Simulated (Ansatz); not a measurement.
# CH2BF2+: single points off equilibrium

The atoms stand at a frame of a short trajectory. How far do the functionals agree with CCSD(T) there?

Program: Ansatz 0.2.0, Gaussian basis. Level of theory: single points in def2-TZVPP. These are calculated values, not measurements.

Cores are frozen in the correlated methods.

## 1. Starting geometry

SMILES `[CH2+]B(F)F`, 6 atoms, charge 1, spin multiplicity 1.

Atoms are counted from 1 here; the program's logs count them from 0.

Bond lengths: C1–B2 1.624 Å, C1–H5 1.105 Å, C1–H6 1.128 Å, B2–F3 1.294 Å, B2–F4 1.275 Å. Angles: B2–C1–H5 120.7°, B2–C1–H6 121.6°, H5–C1–H6 117.1°, C1–B2–F3 115.8°, C1–B2–F4 118.2°, F3–B2–F4 125.7°.

Geometry (Å):

```xyz
6
charge 1, multiplicity 1
C    -0.3176    0.7221   -0.1508
B     0.3055   -0.7533    0.1175
F    -0.3015   -1.4673    1.0095
F     1.3922   -1.0654   -0.4726
H     0.2870    1.5093   -0.6365
H    -1.3097    1.0328    0.2860
```

## 2. PBE-D4/def2-TZVPP

File run/in.yaml:

```yaml
crystal:
  periodic: [false, false, false]
  atoms:
    - {symbol: C, position_ang: [-0.317640, 0.722124, -0.150820]}
    - {symbol: B, position_ang: [0.305480, -0.753283, 0.117484]}
    - {symbol: F, position_ang: [-0.301529, -1.467285, 1.009513]}
    - {symbol: F, position_ang: [1.392241, -1.065366, -0.472581]}
    - {symbol: H, position_ang: [0.286967, 1.509280, -0.636543]}
    - {symbol: H, position_ang: [-1.309709, 1.032751, 0.285954]}
basis:
  gaussian: {orbitals: def2-TZVPP}
total_charge: 1
hamiltonian: {xc: pbe, dispersion: d4}
output: {forces: true}
```

The run is started by

```console
$ ansatz run in.yaml --threads 2 --pin off --events-out ev --progress --plain --max-ram 3481MiB
```

## 3. r2SCAN-D4/def2-TZVPP

run/in.yaml: that of step 2 with these lines changed.

```diff
@@ -12,3 +12,3 @@
 total_charge: 1
-hamiltonian: {xc: pbe, dispersion: d4}
+hamiltonian: {xc: r2scan, dispersion: d4}
 output: {forces: true}
```

## 4. PBE0-D4/def2-TZVPP

run/in.yaml: that of step 3 with these lines changed.

```diff
@@ -12,3 +12,3 @@
 total_charge: 1
-hamiltonian: {xc: r2scan, dispersion: d4}
-output: {forces: true}
+hamiltonian: {xc: pbe0, dispersion: d4}
+output: {forces: true, orbitals: {seedname: orbitals}}
```

## 5. wB97M-V/def2-TZVPP

run/in.yaml: that of step 4 with these lines changed.

```diff
@@ -12,3 +12,3 @@
 total_charge: 1
-hamiltonian: {xc: pbe0, dispersion: d4}
-output: {forces: true, orbitals: {seedname: orbitals}}
+hamiltonian: {xc: {name: wB97M-V}}
+output: {forces: true}
```

## 6. CCSD(T)/def2-TZVPP

run/in.yaml: that of step 5 with these lines changed.

```diff
@@ -12,3 +12,3 @@
 total_charge: 1
-hamiltonian: {xc: {name: wB97M-V}}
+correlation: {method: ccsd_t}
 output: {forces: true}
```

(Steps that only read results are left out.)

**Question.** What will these runs give? Wanted: energy less free atoms, CCSD(T)/def2-TZVPP; RMS force component; RMS force error; HOMO and LUMO, PBE0-D4; T1 diagnostic.

The runs gave:

| quantity | value |
| --- | --- |
| energy less free atoms, CCSD(T)/def2-TZVPP | -15.543 eV |
| RMS force component | 0.471 to 0.547 eV/Å over the methods |
| RMS force error | PBE-D4 0.384, r2SCAN-D4 0.152, PBE0-D4 0.106, wB97M-V 0.045 eV/Å |
| HOMO and LUMO, PBE0-D4 | -18.12 and -12.91 eV |
| T1 diagnostic | 0.015 |

What this shows: Against CCSD(T) the functionals' energies less atoms differ by -1.253 to -0.601 eV, PBE-D4 by -1.253 eV. A larger basis would deepen the CCSD(T) value, while the functionals are nearly converged already, so the order here is not reliable. For forces wB97M-V does best and PBE-D4 worst.
